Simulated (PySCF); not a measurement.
**C6H5FO2: a tour of settings**

Aim: see how C6H5FO2 (`O=C1C=C(CF)C(=O)C1`) answers to the choice of functional, basis, grid and SCF options, and what happens with inputs that are wrong on purpose.

Programs: PySCF 2.14.0, with density-fitted response routines of our own. Each step states its level of theory. These are calculated values for one molecule in the gas phase, unless marked as measured. Atoms are numbered from 0 throughout.

### 1 The starting structure

14 atoms, charge 0, multiplicity 1; geometry from: GFN2-xTB.

Bonds of the start (Å): O0–C1 1.20, C1–C2 1.48, C2–C3 1.34, C3–C4 1.49, C4–F5 1.37, C3–C6 1.49, C6–O7 1.20, C6–C8 1.51, C8–C1 1.52, C2–H9 1.08, C4–H10 1.10, C4–H11 1.10, C8–H12 1.09, C8–H13 1.09.

### 2 NMR shieldings: wB97X/pcSseg-1

What the job is given:

```
{"job": {"kind": "nmr", "xc": "wB97X", "basis": "pcSseg-1", "pop": false}, "charge": 0, "multiplicity": 1}
O     -2.446273     1.728373    -0.031335
C     -1.552927     0.925642     0.009045
C     -0.113397     1.192061    -0.192192
C      0.607176     0.068115    -0.078580
C      2.074927    -0.119668    -0.206347
F      2.717334     1.057052    -0.477601
C     -0.276385    -1.097758     0.214939
O      0.083943    -2.234799     0.366963
C     -1.688799    -0.564001     0.278842
H      0.266096     2.176899    -0.401801
H      2.493634    -0.519582     0.725814
H      2.301947    -0.817323    -1.022307
H     -2.139264    -0.750388     1.255267
H     -2.328691    -1.045096    -0.462873
```

Level: GIAO wB97X/pcSseg-1 NMR shielding, non-relativistic, gas phase.

Command:

```console
OMP_NUM_THREADS=1 python probes_run.py task.json out
```

The driver reads the jobs from task.json and runs them one after another.

Log:

```text
coarse grid: 12880 points
cycle   1  E = -481.3300567683  dE =  2.158e+00  |g| = 1.278e+00  |ddm| = 3.593e+00
cycle   2  E = -480.9782052966  dE =  3.519e-01  |g| = 1.975e+00  |ddm| = 3.737e+00
cycle   3  E = -481.6585553257  dE = -6.804e-01  |g| = 1.115e-01  |ddm| = 2.392e+00
cycle   4  E = -481.6606073648  dE = -2.052e-03  |g| = 7.496e-02  |ddm| = 1.338e-01
cycle   5  E = -481.6616109296  dE = -1.004e-03  |g| = 1.723e-02  |ddm| = 7.583e-02
cycle   6  E = -481.6616884385  dE = -7.751e-05  |g| = 6.022e-03  |ddm| = 2.949e-02
cycle   7  E = -481.6617015541  dE = -1.312e-05  |g| = 1.768e-03  |ddm| = 1.493e-02
cycle   8  E = -481.6617029761  dE = -1.422e-06  |g| = 8.700e-04  |ddm| = 6.249e-03
final grid: 128128 points
cycle   9  E = -481.7507837776  dE = -1.439e-04  |g| = 8.012e-03  |ddm| = 4.724e-02
cycle  10  E = -481.7507830180  dE =  7.596e-07  |g| = 8.715e-03  |ddm| = 1.643e-02
cycle  11  E = -481.7507943901  dE = -1.137e-05  |g| = 1.244e-03  |ddm| = 6.641e-03
cycle  12  E = -481.7507946401  dE = -2.499e-07  |g| = 6.621e-04  |ddm| = 2.723e-03
cycle  13  E = -481.7507947286  dE = -8.848e-08  |g| = 1.382e-04  |ddm| = 6.783e-04
cycle  14  E = -481.7507947339  dE = -5.298e-09  |g| = 5.097e-05  |ddm| = 4.222e-04
cycle  15  E = -481.7507947349  dE = -1.006e-09  |g| = 1.704e-05  |ddm| = 1.906e-04
cycle  16  E = -481.7507947349  dE = -7.606e-11  |g| = 6.117e-06  |ddm| = 4.235e-05
converged SCF energy = -481.7507947349

GIAO shielding tensors (ppm)
atom      isotropic    diamagn.    paramagn.     s11        s22        s33       span
  0 O     -328.582     396.366    -724.949   -993.087   -368.174    375.513   1368.600
  1 C      -14.917     250.139    -265.056    -95.409    -34.351     85.009    180.419
  2 C       38.277     251.993    -213.716    -74.845     45.349    144.327    219.171
  3 C       19.327     268.837    -249.510    -98.198     27.266    128.914    227.112
  4 C      107.552     237.166    -129.613     78.998     83.908    159.751     80.753
  5 F      447.584     470.381     -22.797    425.550    445.563    471.638     46.088
  6 C      -18.138     247.328    -265.466    -95.833    -41.227     82.645    178.479
  7 O     -312.968     399.681    -712.650   -961.881   -362.691    385.667   1347.548
  8 C      144.236     256.775    -112.539    136.820    140.624    155.264     18.444
  9 H       24.492      32.200      -7.708     20.719     23.796     28.961      8.242
 10 H       26.129      27.179      -1.049     21.718     26.315     30.355      8.637
 11 H       26.129      27.185      -1.055     21.712     26.317     30.359      8.648
 12 H       29.057      29.177      -0.120     26.226     27.969     32.975      6.748
 13 H       29.058      29.173      -0.115     26.218     27.981     32.975      6.757
```

Wall time 30 s (1 thread of Arm Neoverse V2, shared host); peak memory 0.85 GiB.

The references, computed at this level on geometries of the same kind, shield at (ppm): 1H TMS 31.81, 13C TMS 189.6, 19F CFCl3 190.7, 17O H2O 337.5. Their shielding less the atom's gives the shift. The references are single molecules in the gas phase, so shifts against H2O, NH3, PH3, H3PO4 or CFCl3 are not on the usual liquid scales and can be off by tens of ppm. Atoms listed in one row are averaged.

```
   atoms                                 environment  σ (ppm)  δ (ppm)
      C6                      ketone carbonyl carbon    -18.1    207.8
      C1                      ketone carbonyl carbon    -14.9    204.5
      C3                  β carbon of a C=C–C=O unit     19.3    170.3
      C2                  β carbon of a C=C–C=O unit     38.3    151.3
      C4                 allylic sp3 CH2 bonded to F    107.6     82.1
      C8                     sp3 CH2 α to a carbonyl    144.2     45.4
      H9    hydrogen on a β carbon of a C=C–C=O unit    24.49     7.32
H10, H11  hydrogen on an allylic sp3 CH2 bonded to F    26.13     5.68
H12, H13      hydrogen on an sp3 CH2 α to a carbonyl    29.06     2.75
      O0                               ketone oxygen   -328.6    666.0
      O7                               ketone oxygen   -313.0    650.4
      F5                   fluorine on an sp3 carbon    447.6   -256.9
```

Ring of atoms C1, C2, C3, C6, C8: NICS(0) 6.8, NICS(1) -2.4, NICS(1)zz -3.1 ppm (means of both faces).

The fields below are evaluated on a grid from the run's orbitals.

Frontier orbitals at wB97X/pcSseg-1, with the share of their density that lies nearest to each atom:

| orbital | energy (eV) | lies on |
| --- | --- | --- |
| HOMO | -10.09 | O0 38 %; O7 25 %; C8 12 % |
| LUMO | -0.72 | C2, C3 about 19 % each; C1, C6 about 14 % each; O0, O7 about 13 % each |

ELF in a plane through or near 10 of the atoms.

Ten even steps from '0' (0.00) to '9' (1.00):
```
0000000000000000000000000000
0000000000000000000000000000
0000000000000111000000000000
0000000000145676510000000000
0000000000478898720000000000
0000000000589667400000000000
0000000000167785201110000000
0000001321002372865651000000
0000013653236826932452000000
0000002382941652443430000000
0000123512926330389710000000
0002688662257838841444520000
0002685373025178924878851000
0000257763069985327548851000
0000012320099993017988730000
0000000000199991016774200000
0000000000057860002331000000
0000000000000000000000000000
0000000000000000000000000000
0000000000000000000000000000
```
The map spans 10.7 Å across and 9.7 Å up, centred on the molecule. Atoms in the plane (x, y in Å): O0 (2.5, -1.7), C1 (1.6, -0.9), C2 (0.1, -1.2), C3 (-0.6, -0.1), C4 (-2.1, 0.1), F5 (-2.7, -1.1), C6 (0.3, 1.1), O7 (-0.1, 2.3), C8 (1.7, 0.6), H9 (-0.3, -2.2).

On the surface of density 0.002 e/bohr³ the electrostatic potential runs, from the 1st to the 99th percentile, from -1.40 V near O0 to 1.42 V near C6.

### 3 NMR shieldings: PBE00/6-31G

Same as in step 2 but for these lines:

```diff
@@ -1,2 +1,2 @@
-{"job": {"kind": "nmr", "xc": "wB97X", "basis": "pcSseg-1", "pop": false}, "charge": 0, "multiplicity": 1}
+{"job": {"kind": "nmr", "xc": "PBE00", "basis": "6-31G", "pop": true, "grid": 0, "scf": {"diis": false, "max_cycle": 53}}, "charge": 0, "multiplicity": 1}
 O     -2.446273     1.728373    -0.031335
```

With the program's defaults for keys left out, this is: PBE00/6-31G.

Log:

```text
KeyError: "LibXCFunctional: name 'PBE00' not found."
```

It took 0.04 s on 1 thread of Arm Neoverse V2, shared host.

**What went wrong.** No functional is called PBE00: the name is misspelt. The remedy is to type the name correctly.

### 4 NMR shieldings: BHandHLYP/pcSseg-1

Same as in step 3 but for these lines:

```diff
@@ -1,2 +1,2 @@
-{"job": {"kind": "nmr", "xc": "PBE00", "basis": "6-31G", "pop": true, "grid": 0, "scf": {"diis": false, "max_cycle": 53}}, "charge": 0, "multiplicity": 1}
+{"job": {"kind": "nmr", "xc": "BHandHLYP", "basis": "pcSseg-1", "pop": true, "grid": 1}, "charge": 0, "multiplicity": 1}
 O     -2.446273     1.728373    -0.031335
```

Level: GIAO BHandHLYP/pcSseg-1 NMR shielding, non-relativistic, gas phase.

Log:

```text
final grid: 59104 points
cycle   1  E = -481.3324700120  dE =  2.003e+00  |g| = 1.167e+00  |ddm| = 3.602e+00
cycle   2  E = -480.9118730468  dE =  4.206e-01  |g| = 1.949e+00  |ddm| = 3.672e+00
cycle   3  E = -481.6048664722  dE = -6.930e-01  |g| = 1.336e-01  |ddm| = 2.566e+00
cycle   4  E = -481.6076042228  dE = -2.738e-03  |g| = 8.414e-02  |ddm| = 1.597e-01
cycle   5  E = -481.6088528883  dE = -1.249e-03  |g| = 1.581e-02  |ddm| = 8.414e-02
cycle   6  E = -481.6089025963  dE = -4.971e-05  |g| = 6.254e-03  |ddm| = 2.178e-02
cycle   7  E = -481.6089117438  dE = -9.147e-06  |g| = 2.130e-03  |ddm| = 1.033e-02
cycle   8  E = -481.6089128041  dE = -1.060e-06  |g| = 9.296e-04  |ddm| = 4.541e-03
cycle   9  E = -481.6089130007  dE = -1.967e-07  |g| = 2.220e-04  |ddm| = 1.565e-03
cycle  10  E = -481.6089130080  dE = -7.214e-09  |g| = 1.403e-04  |ddm| = 3.804e-04
cycle  11  E = -481.6089130118  dE = -3.878e-09  |g| = 2.356e-05  |ddm| = 2.253e-04
cycle  12  E = -481.6089130120  dE = -1.254e-10  |g| = 7.179e-06  |ddm| = 3.249e-05
converged SCF energy = -481.6089130120

GIAO shielding tensors (ppm)
atom      isotropic    diamagn.    paramagn.     s11        s22        s33       span
  0 O     -343.732     396.714    -740.446  -1009.542   -399.945    378.291   1387.834
  1 C      -17.901     250.003    -267.904   -104.983    -33.862     85.142    190.125
  2 C       33.676     250.968    -217.292    -81.078     39.834    142.273    223.351
  3 C       15.242     268.413    -253.171   -104.028     21.562    128.193    232.221
  4 C      105.975     236.293    -130.318     79.237     83.060    155.627     76.390
  5 F      449.631     471.182     -21.551    427.216    447.979    473.698     46.483
  6 C      -21.185     246.931    -268.116   -105.123    -41.182     82.752    187.874
  7 O     -327.166     399.687    -726.853   -976.266   -393.893    388.661   1364.927
  8 C      142.200     255.094    -112.895    135.022    138.041    153.536     18.514
  9 H       24.512      32.030      -7.518     20.851     23.640     29.045      8.194
 10 H       26.222      27.006      -0.784     21.825     26.480     30.359      8.534
 11 H       26.222      27.012      -0.790     21.819     26.483     30.364      8.545
 12 H       29.085      28.916       0.169     26.185     28.019     33.050      6.865
 13 H       29.086      28.912       0.174     26.177     28.031     33.051      6.874
```

Wall time 14 s (1 thread of Arm Neoverse V2, shared host); peak memory 0.87 GiB.

This run: δ C6 207.8, C1 204.5, C3 171.3, C2 152.9, H9 7.38, H10 5.67 ppm (means over like atoms).

### 5 Shielding tensors: B3LPY/pcSseg-1

Same as in step 4 but for these lines:

```diff
@@ -1,2 +1,2 @@
-{"job": {"kind": "nmr", "xc": "BHandHLYP", "basis": "pcSseg-1", "pop": true, "grid": 1}, "charge": 0, "multiplicity": 1}
+{"job": {"kind": "nmr", "xc": "B3LPY", "basis": "pcSseg-1", "pop": true, "scf": {"max_cycle": 71}}, "charge": 2, "multiplicity": 1}
 O     -2.446273     1.728373    -0.031335
```

Method: B3LPY/pcSseg-1.

Log:

```text
KeyError: "LibXCFunctional: name 'B3LPY' not found."
```

It took 0.17 s on 1 thread of Arm Neoverse V2, shared host.

Diagnosis: No functional is called B3LPY: the name is misspelt. The remedy is to type the name correctly.

### 6 Excited states and response: SCAN/6-31++G**

Same as in step 5 but for these lines:

```diff
@@ -1,2 +1,2 @@
-{"job": {"kind": "nmr", "xc": "B3LPY", "basis": "pcSseg-1", "pop": true, "scf": {"max_cycle": 71}}, "charge": 2, "multiplicity": 1}
+{"job": {"kind": "uv", "xc": "SCAN", "basis": "6-31++G**", "nstates": 1, "ntriplets": 5, "tda": false, "scf": {"level_shift": 2.0, "max_cycle": 67}}, "charge": 0, "multiplicity": 1}
 O     -2.446273     1.728373    -0.031335
```

Method: TDDFT SCAN/6-31++G**, vertical, gas phase, core orbitals frozen in the response.

Log:

```text
final grid: 128128 points
cycle   1  E = -480.8682547851  dE =  2.121e+00  |g| = 1.878e+00  |ddm| = 5.977e+00
cycle   2  E = -481.5946380386  dE = -7.264e-01  |g| = 5.887e-01  |ddm| = 2.775e+00
cycle   3  E = -481.6775587443  dE = -8.292e-02  |g| = 3.513e-01  |ddm| = 1.774e+00
cycle   4  E = -481.7067342364  dE = -2.918e-02  |g| = 2.539e-01  |ddm| = 1.296e+00
cycle   5  E = -481.7218330699  dE = -1.510e-02  |g| = 1.919e-01  |ddm| = 1.019e+00
cycle   6  E = -481.7299928522  dE = -8.160e-03  |g| = 1.521e-01  |ddm| = 8.187e-01
cycle   7  E = -481.7349084714  dE = -4.916e-03  |g| = 1.220e-01  |ddm| = 5.928e-01
cycle   8  E = -481.7376986912  dE = -2.790e-03  |g| = 1.050e-01  |ddm| = 4.650e-01
cycle   9  E = -481.7395875278  dE = -1.889e-03  |g| = 9.086e-02  |ddm| = 3.735e-01
cycle  10  E = -481.7409911758  dE = -1.404e-03  |g| = 7.583e-02  |ddm| = 3.240e-01
[... 47 cycles left out ...]
cycle  58  E = -481.7444893800  dE = -1.482e-08  |g| = 3.667e-04  |ddm| = 1.466e-04
cycle  59  E = -481.7444893919  dE = -1.184e-08  |g| = 3.324e-04  |ddm| = 1.442e-04
cycle  60  E = -481.7444894016  dE = -9.748e-09  |g| = 3.007e-04  |ddm| = 1.438e-04
cycle  61  E = -481.7444894097  dE = -8.038e-09  |g| = 2.730e-04  |ddm| = 1.229e-04
cycle  62  E = -481.7444894163  dE = -6.616e-09  |g| = 2.481e-04  |ddm| = 1.082e-04
cycle  63  E = -481.7444894218  dE = -5.510e-09  |g| = 2.249e-04  |ddm| = 9.888e-05
cycle  64  E = -481.7444894263  dE = -4.566e-09  |g| = 2.040e-04  |ddm| = 8.139e-05
cycle  65  E = -481.7444894301  dE = -3.780e-09  |g| = 1.846e-04  |ddm| = 7.774e-05
cycle  66  E = -481.7444894333  dE = -3.142e-09  |g| = 1.667e-04  |ddm| = 6.921e-05
cycle  67  E = -481.7444894359  dE = -2.599e-09  |g| = 1.504e-04  |ddm| = 6.367e-05
SCF not converged, last energy = -481.7444894359
```

Run time: 2.6 min. Hardware: 1 thread of Arm Neoverse V2, shared host; peak memory 0.63 GiB.

Diagnosis: The energy still falls at cycle 67 (gradient 1.5e-04): so large a level shift slows each step until the cap is reached. Cure: lower it to 0.1 to 0.3, or drop it. Numbers printed on the way are no properties of the molecule.

### 7 Run by run: NMR shifts

Shifts (ppm) of some atoms, chosen among heavy atoms and hydrogens apart, means over like atoms, with basis size and wall time:

```csv
run,C2,C4,H9,H12,O0,O7,F5,functions,time
wB97X/pcSseg-1,151.3,82.1,7.32,2.75,666.0,650.4,-256.9,178,30 s
BHandHLYP/pcSseg-1,152.9,80.6,7.38,2.81,680.0,663.5,-251.1,178,14 s
```

### 8 Summary of results

| quantity | value |
| --- | --- |
| 13C shifts against TMS (wB97X/pcSseg-1) | 207.8, 204.5, 170.3, 151.3, 82.1, 45.4 ppm |
| 1H shifts against TMS (wB97X/pcSseg-1, means over atoms taken as alike) | 7.32, 5.68, 2.75 ppm |
| 17O shifts against H2O (wB97X/pcSseg-1) | 666.0, 650.4 ppm |
| 19F shifts against CFCl3 (wB97X/pcSseg-1) | -256.9 ppm |
| surface potential, 1st and 99th percentile | -1.40 V and 1.42 V |
| range of the shift of O0 | 666.0 to 680.0 ppm |
| property runs in this session | 5, of which 3 failed and 0 gave unsound results |

Single values in the summary come from the first run of each kind that ended normally (wB97X/pcSseg-1), which need not be the best level. H9 (hydrogen on a β carbon of a C=C–C=O unit) lies farthest downfield among hydrogen, at 7.32 ppm; attached to an sp2 carbon and in the plane of the double bond. At wB97X/pcSseg-1, counted by nearest atom on the grid, the HOMO lies on O0 38 %; O7 25 %, the LUMO on C2, C3 about 19 % each; C1, C6 about 14 % each. Across the 2 runs the shift of O0 moves most, between 666.0 (wB97X/pcSseg-1) and 680.0 ppm (BHandHLYP/pcSseg-1).
